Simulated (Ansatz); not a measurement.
**C₃H₃B: one structure at several levels**

An exercise on one series of results from a longer session: the logs are not shown, and one member is left open.

Method: single points in def2-TZVPP; program: Ansatz 0.2.0, Gaussian basis.

Cores are frozen in the correlated methods.

### The starting structure

SMILES `B=C=C=C`, 7 atoms, charge 0, spin multiplicity 1.

Atoms are counted from 1 here; the program's logs count them from 0.

Bond lengths: B1–C2 1.340 Å, B1–H5 1.259 Å, C2–C3 1.268 Å, C3–C4 1.426 Å, C4–H6 1.248 Å, C4–H7 1.191 Å. Angles: C2–B1–H5 173.8°, B1–C2–C3 176.7°, C2–C3–C4 165.2°, C3–C4–H6 113.2°, C3–C4–H7 111.0°, H6–C4–H7 128.6°.

As a file:

```
B    -2.28360   -0.12950    0.20060
C    -0.95120   -0.06420    0.06950
C     0.31530   -0.04480    0.00410
C     1.67770    0.29350   -0.24720
H    -3.51430   -0.29550    0.40740
H     2.03790    0.04590   -1.41600
H     2.32110    0.25000    0.75470
```

The first run:

run/in.yaml reads:

```yaml
crystal:
  periodic: [false, false, false]
  atoms:
    - {symbol: B, position_ang: [-2.283600, -0.129500, 0.200600]}
    - {symbol: C, position_ang: [-0.951200, -0.064200, 0.069500]}
    - {symbol: C, position_ang: [0.315300, -0.044800, 0.004100]}
    - {symbol: C, position_ang: [1.677700, 0.293500, -0.247200]}
    - {symbol: H, position_ang: [-3.514300, -0.295500, 0.407400]}
    - {symbol: H, position_ang: [2.037900, 0.045900, -1.416000]}
    - {symbol: H, position_ang: [2.321100, 0.250000, 0.754700]}
basis:
  gaussian: {orbitals: def2-TZVPP}
correlation: {method: ccsd_t}
output: {forces: true}
```

No record of the launch command was kept for these runs.

Among the steps run: CCSD(T)/def2-TZVPP; PBE0-D4/def2-TZVPP; wB97M-V/def2-TZVPP; r2SCAN-D4/def2-TZVPP; PBE-D4/def2-TZVPP; r2SCAN0-D4/def2-TZVPP; BLYP-D4/def2-TZVPP.

One of the session's tables, all rows but one given; the rest of the session is left out.

| method | RMS force component (eV/Å) | angle to CCSD(T) forces (°) | dipole (D) |
| --- | --- | --- | --- |
| CCSD(T) | 1.914 | reference | 0.42 |
| PBE0-D4 | 1.965 | 7.3 | 0.62 |
| wB97M-V | 2.006 | 8.3 | 0.75 |
| r2SCAN-D4 | 1.917 | 5.9 | 0.54 |
| PBE-D4 | 1.872 | 4.5 | 0.43 |
| r2SCAN0-D4 | ? | ? | ? |
| BLYP-D4 | 1.836 | 3.5 | 0.47 |

Estimate the missing values for r2SCAN0-D4.

**Answer.** RMS force component (eV/Å): 1.995; angle to CCSD(T) forces (°): 8.5; dipole (D): 0.69. In the column «RMS force component (eV/Å)» it lies between PBE0-D4 (1.965) and wB97M-V (2.006).
